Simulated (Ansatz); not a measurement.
**CH2AlOS+ (SMILES [AlH2][C+]1OS1): single points off equilibrium**

Aim: energy, forces and dipole at a structure displaced at random from a GFN2-xTB minimum, from CCSD(T) and from density functionals.

The runs use Ansatz 0.2.0, Gaussian basis; single points in def2-TZVPP.

Correlated methods freeze the cores.

**1. Where the work starts**

SMILES `[AlH2][C+]1OS1`, 6 atoms, charge 1, spin multiplicity 1.

Atoms are counted from 1 here; the program's logs count them from 0.

Bond lengths: Al1–C2 2.060 Å, Al1–H5 1.692 Å, Al1–H6 1.720 Å, C2–O3 1.215 Å, C2–S4 1.871 Å, O3–S4 1.921 Å. Angles: C2–Al1–H5 99.2°, C2–Al1–H6 125.9°, H5–Al1–H6 134.9°, Al1–C2–O3 151.3°, Al1–C2–S4 135.0°, O3–C2–S4 73.6°, C2–O3–S4 69.1°, C2–S4–O3 37.3°.

As a file:

```csv
atom,x (Å),y (Å),z (Å)
Al1,-0.3958,1.2285,-0.1046
C2,0.3896,-0.6358,0.2860
O3,1.0951,-1.3798,0.9370
S4,0.3348,-2.2997,-0.5684
H5,-1.3868,0.8334,-1.4182
H6,-0.0963,2.6579,0.8032
```

**2. CCSD(T)/def2-TZVPP**

Input file run/in.yaml:

```yaml
crystal:
  periodic: [false, false, false]
  atoms:
    - {symbol: Al, position_ang: [-0.395800, 1.228500, -0.104600]}
    - {symbol: C, position_ang: [0.389600, -0.635800, 0.286000]}
    - {symbol: O, position_ang: [1.095100, -1.379800, 0.937000]}
    - {symbol: S, position_ang: [0.334800, -2.299700, -0.568400]}
    - {symbol: H, position_ang: [-1.386800, 0.833400, -1.418200]}
    - {symbol: H, position_ang: [-0.096300, 2.657900, 0.803200]}
basis:
  gaussian: {orbitals: def2-TZVPP}
total_charge: 1
correlation: {method: ccsd_t}
output: {forces: true}
```

The command line of these runs was not kept.

**3. PBE0-D4/def2-TZVPP**

Edit run/in.yaml of step 2 so:

```diff
@@ -12,3 +12,3 @@
 total_charge: 1
-correlation: {method: ccsd_t}
-output: {forces: true}
+hamiltonian: {xc: pbe0, dispersion: d4}
+output: {forces: true, orbitals: {seedname: orbitals}}
```

**4. wB97M-V/def2-TZVPP**

Edit run/in.yaml of step 3 so:

```diff
@@ -12,3 +12,3 @@
 total_charge: 1
-hamiltonian: {xc: pbe0, dispersion: d4}
-output: {forces: true, orbitals: {seedname: orbitals}}
+hamiltonian: {xc: {name: wB97M-V}}
+output: {forces: true}
```

**5. r2SCAN-D4/def2-TZVPP**

Edit run/in.yaml of step 4 so:

```diff
@@ -12,3 +12,3 @@
 total_charge: 1
-hamiltonian: {xc: {name: wB97M-V}}
+hamiltonian: {xc: r2scan, dispersion: d4}
 output: {forces: true}
```

**6. PBE-D4/def2-TZVPP**

Edit run/in.yaml of step 5 so:

```diff
@@ -12,3 +12,3 @@
 total_charge: 1
-hamiltonian: {xc: r2scan, dispersion: d4}
+hamiltonian: {xc: pbe, dispersion: d4}
 output: {forces: true}
```

**7. HSE06-D4/def2-TZVPP**

Edit run/in.yaml of step 6 so:

```diff
@@ -12,3 +12,3 @@
 total_charge: 1
-hamiltonian: {xc: pbe, dispersion: d4}
+hamiltonian: {xc: hse06, dispersion: d4}
 output: {forces: true}
```

**8. LC-wPBE/def2-TZVPP**

Edit run/in.yaml of step 7 so:

```diff
@@ -12,3 +12,3 @@
 total_charge: 1
-hamiltonian: {xc: hse06, dispersion: d4}
+hamiltonian: {xc: {name: LC-wPBE}}
 output: {forces: true}
```

(Steps that only read results are left out.)

**Question.** What will these runs give? Wanted: energy less free atoms, CCSD(T)/def2-TZVPP; RMS force component; RMS force error; HOMO and LUMO, PBE0-D4; T1 diagnostic.

**Answer**, as computed:

| quantity | value |
| --- | --- |
| energy less free atoms, CCSD(T)/def2-TZVPP | -219.7 kcal/mol |
| RMS force component | 1.057 to 1.266 eV/Å over the methods |
| RMS force error | PBE0-D4 0.424, wB97M-V 0.465, r2SCAN-D4 0.188, PBE-D4 0.236, HSE06-D4 0.412, LC-wPBE 0.653 eV/Å |
| HOMO and LUMO, PBE0-D4 | -13.54 and -9.32 eV |
| T1 diagnostic | 0.024 |

**Reading.** Against CCSD(T) the functionals' energies less atoms differ by -36.8 to -2.6 kcal/mol, PBE-D4 by -36.8 kcal/mol. A larger basis would deepen the CCSD(T) value, while the functionals are nearly converged already, so the order here is not reliable. The forces of r2SCAN-D4 come nearest to CCSD(T), those of LC-wPBE are farthest. The restricted Hartree–Fock reference is unstable towards an unrestricted one at one or more of these structures.
